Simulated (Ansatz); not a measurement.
**LuCd: lattice vibrations**

How does the lattice vibrate, and how do the modes shift with volume? Displacements sample a 2×2×2 mesh. Runs: reference run (LAPW); volume scaled by 0.980 (LAPW); volume scaled by 1.020 (LAPW); mode Grüneisen parameters (LAPW). Companion runs by PAW are cited.

Program: Ansatz 0.2.0. Level of theory: DFT LDA, all-electron LAPW, scalar-relativistic unless said. These are calculated values, not measurements.

### Step 1. The system as given

It takes space group Pm-3m (No. 221, cubic). The conventional cell has a = 3.556 Å, b = 3.556 Å, c = 3.556 Å, α = 90.00°, β = 90.00°, γ = 90.00°. Around Lu (site symmetry m-3m) lie 8 Cd at 3.08 Å. Cd (site symmetry m-3m) has 8 Lu at 3.08 Å as nearest neighbours.

Coordinates:

```
CELL_PARAMETERS angstrom
3.55608 0.00000 0.00000
0.00000 3.55608 0.00000
0.00000 0.00000 3.55608
ATOMIC_POSITIONS crystal
Lu 0.50000 0.50000 0.50000
Cd 0.00000 0.00000 0.00000
```

Cartesian axes are those of the input's lattice vectors. The structure goes back to a database entry.

### Step 2. Reference run, LAPW

input.yaml

```yaml
crystal:
  lattice:
    - [3.55607826912, 0.0, 0.0]
    - [0.0, 3.55607826912, 0.0]
    - [0.0, 0.0, 3.55607826912]
  atoms:
    - { symbol: Lu, position: [0.5, 0.5, 0.5] }
    - { symbol: Cd, position: [0.0, 0.0, 0.0] }
kpoints:
  mp_grid: { grid: [10, 10, 10] }
scf:
  occupations: { method: fermi_dirac, width: 0.1 }
hamiltonian:
  xc: lda
  pseudopotentials: { kind: all_electron, lapw: { basis_error: 0.001 } }
phonons:
  qmesh: [2, 2, 2]
  qpath:
    path:
      - [0.0, 0.0, 0.0]
      - [0.0, 0.5, 0.0]
      - [0.5, 0.5, 0.0]
      - [0.0, 0.0, 0.0]
      - [0.5, 0.5, 0.5]
      - [0.0, 0.5, 0.0]
      - [0.5, 0.5, 0.5]
      - [0.5, 0.5, 0.0]
    npoints: 6
  temperatures: { t_min: 0, t_max: 1000, t_step: 100 }
```

On the command line:

```sh
> ansatz run input.yaml --threads 2 --pin off --max-ram 5120MiB --backend cpu --events-out ev --progress --plain --runs-dir out
```

Standard output:

```text
LAPW: plane waves up to 7.841 Å⁻¹, error target 1.0e-3 eV per atom; small_component_spin mean_spin; Cd in spheres of 1.461 Å, 20 of its electrons in bands, Dirac shells []; Lu in spheres of 1.526 Å, 35 of its electrons in bands, Dirac shells [] (how accurate: hamiltonian.pseudopotentials.lapw.basis_error, Limitations)
Engine: ansatz 0.2.0
Pseudopotentials: kind: all_electron
Pseudopotential: Lu, LAPW, valence charge 35, lapw/all_electron/scalar/gaussian/Lu, Koelling and Harmon's equation, gaussian nucleus
Pseudopotential: Cd, LAPW, valence charge 20, lapw/all_electron/scalar/gaussian/Cd, Koelling and Harmon's equation, gaussian nucleus
Functional definition: SPW92
  exchange = slater_x
  correlation = pw_c
Crystal: 4 atoms, lattice volume = 89.938 Å³
Basis set: ecut = 234.26345542757105 eV, 737 PW (Γ), FFT grids on a1, a2, a2+a3, exchange–correlation at level 2
Bands: 66, of which v1, the nominal top of the filled ones, is band 55 counted from 1 (54 counted from 0)
Symmetry: 32 space group operations
k-points: 72 of 500
Non-local potential: Lu, projectors of the file, none
Non-local potential: Cd, projectors of the file, none
Initial density: superposition of atomic densities (chi_scale 0.1, normalization cell, long waves kept (reshape's long-wave potential 0.00 eV rms))
Initial wavefunctions: plane waves of lowest kinetic energy (no species holds an atomic orbital)
Functional: x = slater, c = lda
iter 1 solved again at ethr=1.83e-4 eV; its pass at ethr=1.00e-1 eV (dr2=2.01e-1 eV) is discarded
SCF iter   1: F=—  HF=-1096207.526725 eV  |F-HF|=—  |Δ(HF+E_count)|=         —  Δρ=1.63e-2  dr2=2.02e-1  ethr=1.83e-4  ⟨swp⟩=2.8  Hψ=30353  notcnv=0
preconditioner: auto → Kerker (q_TF=auto, 2.821 Å⁻¹)  [metal: Δε(μ)=0.025 eV  Ē_g=12.702 eV  σ=0.100 eV  W_gap=0.06  n_scr=38 (ndim 8)  ℏωp=32.8 eV  f_vac=0.000  D(μ)=3.16/eV (n_scr^D=30)]
SCF iter   2: F=—  HF=-1096207.090861 eV  |F-HF|=—  |Δ(HF+E_count)|=   4.36e-1  Δρ=9.08e-3  dr2=1.22e-1  ethr=1.83e-4  ⟨swp⟩=3.0  Hψ=15067  notcnv=0
SCF iter   3: F=—  HF=-1096206.986615 eV  |F-HF|=—  |Δ(HF+E_count)|=   1.04e-1  Δρ=7.84e-3  dr2=8.12e-2  ethr=1.11e-4  ⟨swp⟩=2.0  Hψ=14287  notcnv=0
SCF iter   4: F=—  HF=-1096206.980654 eV  |F-HF|=—  |Δ(HF+E_count)|=   5.96e-3  Δρ=4.09e-3  dr2=2.31e-2  ethr=7.38e-5  ⟨swp⟩=2.0  Hψ=14274  notcnv=0
SCF iter   5: F=—  HF=-1096206.964455 eV  |F-HF|=—  |Δ(HF+E_count)|=   1.62e-2  Δρ=2.94e-3  dr2=1.51e-2  ethr=2.10e-5  ⟨swp⟩=2.0  Hψ=14287  notcnv=0
iter 6 solved again at ethr=4.83e-7 eV; its pass at ethr=1.37e-5 eV (dr2=5.31e-4 eV) is discarded
SCF iter   6: F=—  HF=-1096206.962927 eV  |F-HF|=—  |Δ(HF+E_count)|=   1.53e-3  Δρ=6.03e-4  dr2=5.30e-4  ethr=4.83e-7  ⟨swp⟩=2.0  Hψ=23439  notcnv=0
SCF iter   7: F=—  HF=-1096206.962786 eV  |F-HF|=—  |Δ(HF+E_count)|=   1.41e-4  Δρ=2.38e-4  dr2=6.09e-5  ethr=4.82e-7  ⟨swp⟩=2.0  Hψ=14287  notcnv=0
SCF iter   8: F=—  HF=-1096206.962793 eV  |F-HF|=—  |Δ(HF+E_count)|=   6.77e-6  Δρ=7.71e-5  dr2=8.19e-6  ethr=5.54e-8  ⟨swp⟩=2.0  Hψ=14286  notcnv=0
[... 6 lines left out ...]
SCF 1 converged in 14 iterations: F = -1096206.962790 eV  dr2 = 2.57e-11
phonons: the bands overlap, so this run is a metal and interpolates without the dipole-dipole term. If the crystal is really an insulator or semiconductor, its LO-TO splitting is missing
Symmetry: 2 space group operations
k-points: 156 of 500 (time reversal used)
Initial density: handed on by an earlier stage of this run
Initial wavefunctions: plane waves of lowest kinetic energy (no species holds an atomic orbital; no wavefunctions were taken with the density)
[... 2 lines left out ...]
preconditioner: auto → Kerker (q_TF=auto, 2.821 Å⁻¹)  [metal: Δε(μ)=0.046 eV  Ē_g=13.232 eV  σ=0.100 eV  W_gap=0.11  n_scr=38 (ndim 8)  ℏωp=32.8 eV  f_vac=0.000  D(μ)=3.31/eV (n_scr^D=30)]
[... 9 lines left out ...]
SCF 2 converged in 9 iterations: F = -1096206.962610 eV  dr2 = 1.36e-10
[... 11 lines left out ...]
SCF 3 converged in 9 iterations: F = -1096206.962559 eV  dr2 = 1.31e-10
Basis set: ecut = 234.26345542757105 eV, 733 PW (Γ), exchange–correlation at level 2
k-points: 63 of 500
[... 2 lines left out ...]
preconditioner: auto → Kerker (q_TF=auto, 2.821 Å⁻¹)  [metal: Δε(μ)=0.025 eV  Ē_g=12.679 eV  σ=0.100 eV  W_gap=0.06  n_scr=38 (ndim 8)  ℏωp=32.8 eV  f_vac=0.000  D(μ)=3.16/eV (n_scr^D=28)]
[... 14 lines left out ...]
SCF 4 converged in 14 iterations: F = -1096206.962790 eV  dr2 = 2.57e-11
k-points: 141 of 500 (time reversal used)
[... 2 lines left out ...]
preconditioner: auto → Kerker (q_TF=auto, 2.821 Å⁻¹)  [metal: Δε(μ)=0.046 eV  Ē_g=13.208 eV  σ=0.100 eV  W_gap=0.11  n_scr=38 (ndim 8)  ℏωp=32.8 eV  f_vac=0.000  D(μ)=3.31/eV (n_scr^D=28)]
[... 9 lines left out ...]
SCF 5 converged in 9 iterations: F = -1096206.962604 eV  dr2 = 3.61e-10
[... 2 lines left out ...]
preconditioner: auto → Kerker (q_TF=auto, 2.821 Å⁻¹)  [metal: Δε(μ)=0.045 eV  Ē_g=13.208 eV  σ=0.100 eV  W_gap=0.11  n_scr=38 (ndim 8)  ℏωp=32.8 eV  f_vac=0.000  D(μ)=3.31/eV (n_scr^D=28)]
[... 9 lines left out ...]
SCF 6 converged in 9 iterations: F = -1096206.962569 eV  dr2 = 8.45e-10
Basis set: ecut = 234.26345542757105 eV, 725 PW (Γ), FFT grids on a1, a2, 2a1−a2+a3, exchange–correlation at level 2
Symmetry: 96 space group operations
k-points: 28 of 500
[... 2 lines left out ...]
preconditioner: auto → Kerker (q_TF=auto, 2.821 Å⁻¹)  [metal: Δε(μ)=0.025 eV  Ē_g=12.679 eV  σ=0.100 eV  W_gap=0.06  n_scr=26 (ndim 8)  ℏωp=32.8 eV  f_vac=0.000  D(μ)=3.16/eV (n_scr^D=26)]
[... 14 lines left out ...]
SCF 7 converged in 14 iterations: F = -1096206.962790 eV  dr2 = 2.55e-11
Symmetry: 6 space group operations
k-points: 58 of 500 (time reversal used)
[... 2 lines left out ...]
preconditioner: auto → Kerker (q_TF=auto, 2.821 Å⁻¹)  [metal: Δε(μ)=0.046 eV  Ē_g=13.208 eV  σ=0.100 eV  W_gap=0.12  n_scr=26 (ndim 8)  ℏωp=32.8 eV  f_vac=0.000  D(μ)=3.31/eV (n_scr^D=26)]
[... 9 lines left out ...]
SCF 8 converged in 9 iterations: F = -1096206.962617 eV  dr2 = 9.13e-11
[... 1 line left out ...]
SCF iter   1: F=—  HF=-1096206.962616 eV  |F-HF|=—  |Δ(HF+E_count)|=         —  Δρ=2.97e-4  dr2=2.59e-4  ethr=2.36e-7  ⟨swp⟩=4.2  Hψ=29960  notcnv=0
preconditioner: auto → Kerker (q_TF=auto, 2.821 Å⁻¹)  [metal: Δε(μ)=0.046 eV  Ē_g=13.208 eV  σ=0.100 eV  W_gap=0.11  n_scr=26 (ndim 8)  ℏωp=32.8 eV  f_vac=0.000  D(μ)=3.31/eV (n_scr^D=26)]
SCF iter   2: F=—  HF=-1096206.962572 eV  |F-HF|=—  |Δ(HF+E_count)|=   4.31e-5  Δρ=1.97e-4  dr2=1.20e-4  ethr=2.35e-7  ⟨swp⟩=2.0  Hψ=11499  notcnv=0
SCF iter   3: F=—  HF=-1096206.962543 eV  |F-HF|=—  |Δ(HF+E_count)|=   2.97e-5  Δρ=7.37e-5  dr2=1.73e-5  ethr=1.09e-7  ⟨swp⟩=2.0  Hψ=11499  notcnv=0
iter 4 solved again at ethr=1.23e-10 eV; its pass at ethr=1.57e-8 eV (dr2=1.36e-7 eV) is discarded
SCF iter   4: F=—  HF=-1096206.962539 eV  |F-HF|=—  |Δ(HF+E_count)|=   4.09e-6  Δρ=1.21e-5  dr2=1.35e-7  ethr=1.23e-10  ⟨swp⟩=2.1  Hψ=19411  notcnv=0
SCF iter   5: F=—  HF=-1096206.962538 eV  |F-HF|=—  |Δ(HF+E_count)|=   7.07e-7  Δρ=6.17e-6  dr2=3.22e-8  ethr=1.23e-10  ⟨swp⟩=3.0  Hψ=12340  notcnv=0
SCF iter   6: F=—  HF=-1096206.962538 eV  |F-HF|=—  |Δ(HF+E_count)|=   4.52e-7  Δρ=3.49e-6  dr2=1.14e-8  ethr=2.93e-11  ⟨swp⟩=3.0  Hψ=12087  notcnv=0
SCF iter   7: F=—  HF=-1096206.962538 eV  |F-HF|=—  |Δ(HF+E_count)|=   7.22e-9  Δρ=2.10e-6  dr2=4.62e-9  ethr=1.03e-11  ⟨swp⟩=2.0  Hψ=11499  notcnv=0
SCF iter   8: F=—  HF=-1096206.962538 eV  |F-HF|=—  |Δ(HF+E_count)|=  9.31e-10  Δρ=5.40e-7  dr2=4.13e-10  ethr=7.53e-12 (applied; sched 4.20e-12)  ⟨swp⟩=2.0  Hψ=11499  notcnv=0
SCF iter   9: F=-1096206.962538 eV  HF=-1096206.962538 eV  |F-HF|=9.31e-10  |Δ(HF+E_count)|=   1.63e-9  Δρ=2.44e-7  dr2=6.09e-11  ethr=7.53e-12 (applied; sched 1.00e-12)  ⟨swp⟩=2.0  Hψ=11499  notcnv=0
SCF 9 converged in 9 iterations: F = -1096206.962538 eV  dr2 = 6.09e-11
SCF converged after 14 iterations
Free energy (F): -1096206.962790 eV
Harris-Foulkes:  -1096206.962790 eV  (|F-HF|=4.66e-10)
Internal energy: -1096206.853811 eV  (E = F + TS)
E sigma→0 (E₀):  -1096206.908301 eV
Entropy (-TS):   -0.108980 eV (-27.245 meV/atom)
Fermi energy:    17.300576 eV
--- Per-component energies (eV) ---
  E_band       = -3911.766560
  E_kinetic    = 1196840.322141
  E_xc         = -24079.870119
  E_electrostatic = -2268967.305832  (all electrons and nuclei)
  E_smearing   = -0.108980  (= −TS)
  E_closure    = 0.000000  (closes the sum)
  E_atoms      = -1096192.366038  (free atoms, spherical and without spin; not in F)
  Σ components = -1096206.962790   (vs F -1096206.962790, Δ=0.00e0)
  Basis errors (estimates in eV, not in F): energy 2.7e-4 per atom: plane waves 2.4e-4 (1.3e-4 summed), levels above the bands 6.6e-29, relativity 4.2e-9, radial functions 2.5e-5, core shells 7.8e-7; eigenvalues (radial functions only) 7.8e-7; not estimated: angular momenta, meshes, grids; target (lapw.basis_error) 1.0e-3; muffin-tin radii Cd 1.461 Å, Lu 1.526 Å
--- Forces (eV/Å), atoms counted from 1 ---
  atom   1  Lu    -0.00000000    -0.00000000    -0.00000000
  atom   2  Cd    -0.00000000     0.00000000     0.00000000
  atom   3  Lu    -0.00000000     0.00000000    -0.00000000
  atom   4  Cd    -0.00000000     0.00000000     0.00000000
  max |Σ_I F_I| component: 7.89e-31 eV/Å
--- Band table (eV; the first three rows and the last of 72) ---
  k-point 0: bands = ["-169.5970", "-169.5970", "-169.5970", "-169.5970", "-169.5928", "-169.5928", "-169.5928", "-169.5928", "-169.5928", "-169.5928", "-85.2501", "-85.2499", "-46.3796", "-46.3796", "-46.3767", "-46.3767", "-46.3767", "-46.3762", "-39.1819", "-39.1685", "-9.9762", "-9.9762", "-9.7915", "-9.7915", "-9.7915", "-9.7547", "8.1923", "8.2666", "8.2666", "8.4490", "8.4991", "8.4991", "8.6814", "8.6814", "8.6814", "8.9830", "9.2988", "11.9664", "11.9664", "11.9917", "11.9917", "11.9917", "11.9925", "11.9992", "11.9992", "11.9992", "12.0023", "12.0023", "12.0154", "12.0286", "12.0321", "13.5270", "16.6849", "16.6849", "17.2309", "17.5264", "17.5264", "20.5197", "20.5197", "21.8879", "21.8879", "21.8879", "22.1704", "22.1704", "22.1704", "23.1962"]
  k-point 1: bands = ["-169.5970", "-169.5970", "-169.5970", "-169.5970", "-169.5928", "-169.5928", "-169.5928", "-169.5928", "-169.5928", "-169.5928", "-85.2501", "-85.2499", "-46.3793", "-46.3793", "-46.3770", "-46.3769", "-46.3766", "-46.3763", "-39.1805", "-39.1697", "-9.9619", "-9.9589", "-9.8126", "-9.8094", "-9.7884", "-9.7586", "8.2532", "8.2981", "8.3295", "8.4473", "8.5165", "8.5349", "8.6547", "8.6640", "8.6831", "8.9076", "9.6221", "11.9668", "11.9695", "11.9922", "11.9946", "11.9959", "11.9982", "11.9987", "11.9987", "12.0013", "12.0039", "12.0046", "12.0194", "12.0258", "12.0323", "13.2125", "15.7414", "16.7754", "17.4480", "17.4878", "18.2293", "20.1137", "20.1894", "20.6157", "20.6330", "21.7077", "22.2325", "22.9583", "22.9623", "23.5193"]
  k-point 2: bands = ["-169.5970", "-169.5970", "-169.5970", "-169.5970", "-169.5928", "-169.5928", "-169.5928", "-169.5928", "-169.5928", "-169.5928", "-85.2500", "-85.2500", "-46.3786", "-46.3786", "-46.3777", "-46.3777", "-46.3765", "-46.3764", "-39.1771", "-39.1729", "-9.9213", "-9.9132", "-9.8643", "-9.8561", "-9.7799", "-9.7685", "8.3674", "8.3989", "8.4259", "8.4987", "8.5540", "8.5620", "8.6111", "8.6183", "8.6682", "8.7186", "10.5639", "11.8580", "11.9771", "11.9863", "11.9936", "11.9987", "12.0030", "12.0035", "12.0062", "12.0067", "12.0077", "12.0089", "12.0176", "12.0296", "12.0334", "12.0826", "15.9978", "16.9971", "17.0305", "17.2490", "18.5663", "18.7356", "19.7611", "19.8514", "20.8931", "21.3015", "22.3682", "22.5917", "23.2044", "23.3376"]
  k-point 71: bands = ["-169.5970", "-169.5970", "-169.5970", "-169.5970", "-169.5928", "-169.5928", "-169.5928", "-169.5928", "-169.5928", "-169.5928", "-85.2499", "-85.2499", "-46.3796", "-46.3796", "-46.3796", "-46.3796", "-46.3762", "-46.3762", "-39.1685", "-39.1685", "-9.9762", "-9.9762", "-9.9762", "-9.9762", "-9.7547", "-9.7547", "8.1923", "8.1923", "8.4490", "8.4490", "8.4991", "8.4991", "8.4991", "8.4991", "8.9830", "8.9830", "11.9664", "11.9664", "11.9664", "11.9664", "11.9925", "11.9925", "12.0023", "12.0023", "12.0023", "12.0023", "12.0286", "12.0286", "12.0321", "12.0321", "13.5270", "13.5270", "16.6849", "16.6849", "16.6849", "16.6849", "17.2309", "17.2309", "20.5197", "20.5197", "20.5197", "20.5197", "23.1962", "23.1962", "23.6682", "23.6682"]
--- Phonons: 6 displaced members + 3 references (amplitude of the first 0.01 Å, Σ member SCF iterations 54) ---
  ASR residual: 1.772e-3 → 0.000e0 eV/Å²; symmetrization residual: 6.566e-4 eV/Å²
  largest component of a force at the reference: 4.1e-31 eV/Å
  ASR residual per site (eV/Å²): 8.76e-4 1.77e-3
  Γ frequencies (cm⁻¹): 0.00 0.00 0.00 119.60 119.60 119.60
--- Phonons (by wavevector): 4 wavevectors in 3 supercells ---
  supercell 1 (2 cells, vectors [1, 0, 0], [0, 1, -1], [0, 0, 2] in multiples of the cell's): 2 displaced members by 0.01 Å; free energy -1096206.962790 eV; taken off its force constants: by the sum rule 2.1e-4, by the symmetrisation 3.9e-5 eV/Å²
  symmetry images taken by strict's conditions (phonons.symmetry_images: auto; settled by no image being taken that strict refuses)
  supercell 2 (2 cells, vectors [1, 0, 0], [0, 1, 0], [0, 0, 2] in multiples of the cell's): 2 displaced members by 0.01 Å; free energy -1096206.962790 eV; taken off its force constants: by the sum rule 1.8e-3, by the symmetrisation 6.6e-4 eV/Å²; Γ matrix within 7.3e-4 eV/Å² of supercell 1's
  symmetry images taken by strict's conditions (phonons.symmetry_images: auto; settled by no image being taken that strict refuses)
  supercell 3 (2 cells, vectors [0, 1, -1], [-1, 1, 0], [0, 0, 2] in multiples of the cell's): 2 displaced members by 0.01 Å; free energy -1096206.962790 eV; taken off its force constants: by the sum rule 5.0e-4, by the symmetrisation 2.2e-4 eV/Å²; Γ matrix within 5.3e-5 eV/Å² of supercell 1's
  symmetry images taken by strict's conditions (phonons.symmetry_images: auto; settled by no image being taken that strict refuses)
  q = [0.0000, 0.0000, 0.0000] (star 1, supercell 1; hermiticity 0.00e0, symmetrization 3.58e-5): -0.00 0.00 0.00 119.60 119.60 119.60
  q = [0.0000, 0.0000, -0.5000] (star 3, supercell 2; hermiticity 8.28e-17, symmetrization 1.81e-16): 82.14 82.14 95.88 96.76 96.76 104.70
  q = [0.0000, -0.5000, -0.5000] (star 3, supercell 1; hermiticity 1.04e-16, symmetrization 6.62e-16): 28.89 28.89 64.03 96.66 136.89 136.89
  q = [-0.5000, -0.5000, -0.5000] (star 1, supercell 3; hermiticity 8.72e-17, symmetrization 8.78e-16): 89.62 89.62 89.62 100.60 100.60 100.60
  joined force constants: q→R imaginary residual 2.62e-17
  density of states and harmonic sums: on the 18×18×18 q-mesh, interpolated from the force constants of a 2×2×2 supercell (no non-analytic term)
  largest difference from the sums on the solved wave vectors: F 8.44e-2 eV, S 1.17e-4 and C_V 3.23e-5 eV/K
  zero-point energy: 0.032500 eV/cell   skipped modes (ω ≤ 0): 3   left out of the sums: 8.57e-5 of the cell's modes: C_V's classical limit lies that fraction below 3 k_B per atom; for a crystal, a wire or a layer, F and S can be off by more, and a phonons.interpolated_qmesh denser along its periods is the remedy for the sampling
```

Wall time 18 min (2 threads of Arm Neoverse V1, shared host); peak memory 1.4 GiB.

Wavenumbers in cm⁻¹ (negative: unstable):

```csv
q,modes
Γ,0.0 0.0 0.0 119.6 119.6 119.6
X,82.1 82.1 95.9 96.8 96.8 104.7
M,28.9 28.9 64.0 96.7 136.9 136.9
R,89.6 89.6 89.6 100.6 100.6 100.6
```

| T (K) | F (eV/cell) | S (k_B/atom) | C_V (k_B/atom) |
| --- | --- | --- | --- |
| 0 | 0.0325 | 0.00 | 0.00 |
| 100 | 0.0116 | 2.75 | 2.60 |
| 200 | -0.0541 | 4.68 | 2.89 |
| 300 | -0.1456 | 5.86 | 2.95 |
| 400 | -0.2543 | 6.72 | 2.97 |
| 500 | -0.3760 | 7.38 | 2.98 |
| 600 | -0.5080 | 7.93 | 2.99 |
| 700 | -0.6487 | 8.39 | 2.99 |
| 800 | -0.7968 | 8.79 | 2.99 |
| 900 | -0.9513 | 9.14 | 2.99 |
| 1000 | -1.1115 | 9.45 | 3.00 |

(Part 1 of 2 ends here.)
